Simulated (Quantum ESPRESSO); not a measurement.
# Ge (I4_1/amd) in Quantum ESPRESSO: single point with PBE

Aim: the single point of Ge with PBE.

Everything below comes from runs of Quantum ESPRESSO 7.5. Logs are shortened: lines on timing, memory, paths and dates and some standing lists are left out, and cuts for length are marked.

## (1) Starting point

The structure is tetragonal, space group I4_1/amd (No. 141). Conventional cell: a = 4.043 Å, b = 4.043 Å, c = 5.851 Å, α = 90.00°, β = 90.00°, γ = 90.00°. Ge (site symmetry -4m2) has 4 Ge at 2.50 Å as nearest neighbours.

## (2) Single point, PBE

The input, pw.in:

```
&CONTROL
  calculation = 'scf'
  prefix = 'pwscf'
  outdir = './tmp'
  pseudo_dir = './pseudo'
  tprnfor = .true.
  tstress = .true.
  disk_io = 'nowf'
/
&SYSTEM
  ibrav = 0
  nat = 2
  ntyp = 1
  ecutwfc = 78
  nbnd = 21
  occupations = 'smearing'
  smearing = 'gaussian'
  degauss = 0.00073499
/
&ELECTRONS
  conv_thr = 4d-10
  electron_maxstep = 120
  mixing_beta = 0.5
/
ATOMIC_SPECIES
Ge    72.6300 Ge.upf
CELL_PARAMETERS angstrom
   0.0000000000    2.8586250000    2.9256150000
   2.8586250000    0.0000000000    2.9256150000
   2.8586250000    2.8586250000    0.0000000000
ATOMIC_POSITIONS crystal
Ge     0.0000000000    0.0000000000    0.0000000000
Ge     0.2500000000    0.2500000000    0.2500000000
K_POINTS automatic
10 10 10 0 0 0
```

Potentials or basis: PseudoDojo 0.4.1 SR PBE standard.

Launch:

```bash
> OMP_NUM_THREADS=1 pw.x -in pw.in > pw.out
```

pw.out:

```text
This program is part of the open-source Quantum ESPRESSO suite
     for quantum simulation of materials; please cite
         "P. Giannozzi et al., J. Phys.:Condens. Matter 21 395502 (2009);
         "P. Giannozzi et al., J. Phys.:Condens. Matter 29 465901 (2017);
         "P. Giannozzi et al., J. Chem. Phys. 152 154105 (2020);
     in publications or presentations arising from this work. More details at

     Message from routine setup:
     using ibrav=0 with symmetry is DISCOURAGED, use correct ibrav instead

     G-vector sticks info
     --------------------
     sticks:   dense  smooth     PW     G-vecs:    dense   smooth      PW
     Sum        1277    1277    371                30019    30019    4757

     Using Slab Decomposition

     bravais-lattice index     =            0
     lattice parameter (alat)  =       7.7296  a.u.
     unit-cell volume          =     322.6697 (a.u.)^3
     number of atoms/cell      =            2
     number of atomic types    =            1
     number of electrons       =        28.00
     number of Kohn-Sham states=           21
     kinetic-energy cutoff     =      78.0000  Ry
     charge density cutoff     =     312.0000  Ry
     scf convergence threshold =      4.0E-10
     mixing beta               =       0.5000
     number of iterations used =            8  plain     mixing
     Exchange-correlation= PBE
                           (   1   4   3   4   0   0   0)

     celldm(1)=   7.729641  celldm(2)=   0.000000  celldm(3)=   0.000000
     celldm(4)=   0.000000  celldm(5)=   0.000000  celldm(6)=   0.000000

     crystal axes: (cart. coord. in units of alat)
               a(1) = (   0.000000   0.698871   0.715248 )
               a(2) = (   0.698871   0.000000   0.715248 )
               a(3) = (   0.698871   0.698871   0.000000 )

     reciprocal axes: (cart. coord. in units 2 pi/alat)
               b(1) = ( -0.715440  0.715440  0.699058 )
               b(2) = (  0.715440 -0.715440  0.699058 )
               b(3) = (  0.715440  0.715440 -0.699058 )

     PseudoPot. # 1 for Ge read from file:
     Ge.upf
     Pseudo is Norm-conserving + core correction, Zval = 14.0
     Generated using ONCVPSP code by D. R. Hamann
     Using radial grid of 1560 points,  6 beta functions with:
                l(1) =   0
                l(2) =   0
                l(3) =   1
                l(4) =   1
                l(5) =   2
                l(6) =   2

     atomic species   valence    mass     pseudopotential
     Ge               14.00    72.63000     Ge( 1.00)

     16 Sym. Ops., with inversion, found ( 8 have fractional translation)

   Cartesian axes

     site n.     atom                  positions (alat units)
         1        Ge     tau(   1) = (   0.0000000   0.0000000   0.0000000  )
         2        Ge     tau(   2) = (   0.3494353   0.3494353   0.3576241  )

     number of k points=   102  Gaussian smearing, width (Ry)=  0.0007

     Number of k-points >= 100: set verbosity='high' to print them.

     Dense  grid:    30019 G-vectors     FFT dimensions: (  48,  48,  48)

     Initial potential from superposition of free atoms

     starting charge      27.9984, renormalised to      28.0000
     Starting wfcs are   18 randomized atomic wfcs +    3 random wfcs

     Self-consistent Calculation

     iteration #  1     ecut=    78.00 Ry     beta= 0.50
     Davidson diagonalization with overlap
     ethr =  1.00E-02,  avg # of iterations =  5.2

     Threshold (ethr) on eigenvalues was too large:
     Diagonalizing with lowered threshold

     Davidson diagonalization with overlap
     ethr =  1.09E-04,  avg # of iterations =  3.6

     total energy              =    -357.28505325 Ry
     estimated scf accuracy    <       0.03113290 Ry

     iteration #  2     ecut=    78.00 Ry     beta= 0.50
     Davidson diagonalization with overlap
     ethr =  1.11E-04,  avg # of iterations =  1.0

     total energy              =    -357.28479356 Ry
     estimated scf accuracy    <       0.00610259 Ry

     iteration #  3     ecut=    78.00 Ry     beta= 0.50
     Davidson diagonalization with overlap
     ethr =  2.18E-05,  avg # of iterations =  1.8

     total energy              =    -357.28509521 Ry
     estimated scf accuracy    <       0.00008048 Ry

     iteration #  4     ecut=    78.00 Ry     beta= 0.50
     Davidson diagonalization with overlap
     ethr =  2.87E-07,  avg # of iterations =  5.0

     total energy              =    -357.28511064 Ry
     estimated scf accuracy    <       0.00000577 Ry

     iteration #  5     ecut=    78.00 Ry     beta= 0.50
     Davidson diagonalization with overlap
     ethr =  2.06E-08,  avg # of iterations =  1.4

     total energy              =    -357.28511072 Ry
     estimated scf accuracy    <       0.00000066 Ry

     iteration #  6     ecut=    78.00 Ry     beta= 0.50
     Davidson diagonalization with overlap
     ethr =  2.34E-09,  avg # of iterations =  2.0

     total energy              =    -357.28511100 Ry
     estimated scf accuracy    <       0.00000018 Ry

     iteration #  7     ecut=    78.00 Ry     beta= 0.50
     Davidson diagonalization with overlap
     ethr =  6.47E-10,  avg # of iterations =  2.0

     total energy              =    -357.28511103 Ry
     estimated scf accuracy    <          3.1E-09 Ry

     iteration #  8     ecut=    78.00 Ry     beta= 0.50
     Davidson diagonalization with overlap
     ethr =  1.10E-11,  avg # of iterations =  2.5

     total energy              =    -357.28511103 Ry
     estimated scf accuracy    <          1.9E-09 Ry

     iteration #  9     ecut=    78.00 Ry     beta= 0.50
     Davidson diagonalization with overlap
     ethr =  6.85E-12,  avg # of iterations =  2.0

     End of self-consistent calculation

     Number of k-points >= 100: set verbosity='high' to print the bands.

     the Fermi energy is     8.8049 ev

!    total energy              =    -357.28511103 Ry
     estimated scf accuracy    <          4.2E-11 Ry
     smearing contrib. (-TS)   =      -0.00000132 Ry
     internal energy E=F+TS    =    -357.28510971 Ry

     The total energy is F=E-TS. E is the sum of the following terms:
     one-electron contribution =    -188.93447961 Ry
     hartree contribution      =     112.87399506 Ry
     xc contribution           =     -87.26427069 Ry
     ewald contribution        =    -193.96035447 Ry

     convergence has been achieved in   9 iterations

     Forces acting on atoms (cartesian axes, Ry/au):

     atom    1 type  1   force =     0.00000000   -0.00000000    0.00000000
     atom    2 type  1   force =    -0.00000000    0.00000000   -0.00000000

     Total force =     0.000000     Total SCF correction =     0.000000

     Computing stress (Cartesian axis) and pressure

          total   stress  (Ry/bohr**3)                   (kbar)     P=        0.40
   0.00003898   0.00000000   0.00000000            5.73        0.00        0.00
   0.00000000   0.00003898  -0.00000000            0.00        5.73       -0.00
  -0.00000000  -0.00000000  -0.00006971           -0.00       -0.00      -10.25

=------------------------------------------------------------------------------=
   JOB DONE.
=------------------------------------------------------------------------------=
```

It took 73 s on 1 thread of Intel Xeon 6975P-C (Granite Rapids), shared host; peak memory 0.18 GiB.

What came out:

- Free energy: -4861.1116 eV
- Pressure: 0.0 GPa
- Band gap on the k mesh: none (metal or under the smearing width)

Stress tensor (GPa, compression positive):
```
 0.57  0.00  0.00
 0.00  0.57  0.00
 0.00  0.00 -1.03
```
